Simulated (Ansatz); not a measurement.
# ClGeH3Se: basis-set convergence

An exercise on one series of results from a longer session: the logs are not shown, and one member is left open.

Computed with Ansatz 0.2.0, Gaussian basis. Level: one geometry, several basis sets.

Plan: PBE0-D4/def2-SVP; ωB97M-V/def2-SVP; PBE0-D4/def2-QZVPP; ωB97M-V/def2-QZVPP; the functionals' def2-TZVPP values are taken from earlier runs.

## The geometry

All runs share one geometry, relaxed beforehand with PBE0-D4 in a triple-zeta def2 set.

SMILES `[Cl][GeH2][SeH]`, 6 atoms, charge 0, spin multiplicity 1.

Atoms are counted from 1 here; the program's logs count them from 0.

Bond lengths: Cl1–Ge2 2.149 Å, Ge2–Se3 2.348 Å, Ge2–H4 1.534 Å, Ge2–H5 1.534 Å, Se3–H6 1.471 Å. Angles: Cl1–Ge2–Se3 104.6°, Cl1–Ge2–H4 107.5°, Cl1–Ge2–H5 107.4°, Se3–Ge2–H4 112.1°, Se3–Ge2–H5 112.2°, H4–Ge2–H5 112.4°, Ge2–Se3–H6 91.7°.

Set-up of the first run:

Contents of in.yaml:

```yaml
crystal:
  periodic: [false, false, false]
  atoms:
    - {symbol: Cl, position_ang: [-2.294850, 0.686406, -0.319816]}
    - {symbol: Ge, position_ang: [-0.274434, -0.034132, -0.441498]}
    - {symbol: Se, position_ang: [0.596485, 0.273439, 1.716965]}
    - {symbol: H, position_ang: [-0.336039, -1.516021, -0.834297]}
    - {symbol: H, position_ang: [0.455735, 0.818186, -1.487677]}
    - {symbol: H, position_ang: [1.895203, -0.291878, 1.320122]}
basis:
  gaussian: {orbitals: def2-SVP}
hamiltonian: {xc: pbe0, dispersion: d4}
output: {orbitals: {seedname: orbitals}}
```

On the command line:

```sh
$ ansatz run in.yaml --threads 2 --pin off --events-out ev --progress --plain --max-ram 32768MiB --backend cpu
```

Among the steps run: PBE0-D4 in def2-SVP; ωB97M-V in def2-SVP; PBE0-D4 in def2-QZVPP; ωB97M-V in def2-QZVPP.

One of the session's tables, all rows but one given; the rest of the session is left out.

It belongs to the step «Functionals by basis». 

```
functional       basis  HOMO (eV)
   PBE0-D4    def2-SVP      -7.16
   PBE0-D4  def2-TZVPP          ?
   PBE0-D4  def2-QZVPP      -7.30
   ωB97M-V    def2-SVP      -9.31
   ωB97M-V  def2-TZVPP      -9.45
   ωB97M-V  def2-QZVPP      -9.47
```

Estimate the missing values for PBE0-D4, def2-TZVPP.

**Answer.** HOMO (eV): -7.29. In the column «HOMO (eV)» it lies between PBE0-D4, def2-QZVPP (-7.30) and PBE0-D4, def2-SVP (-7.16).
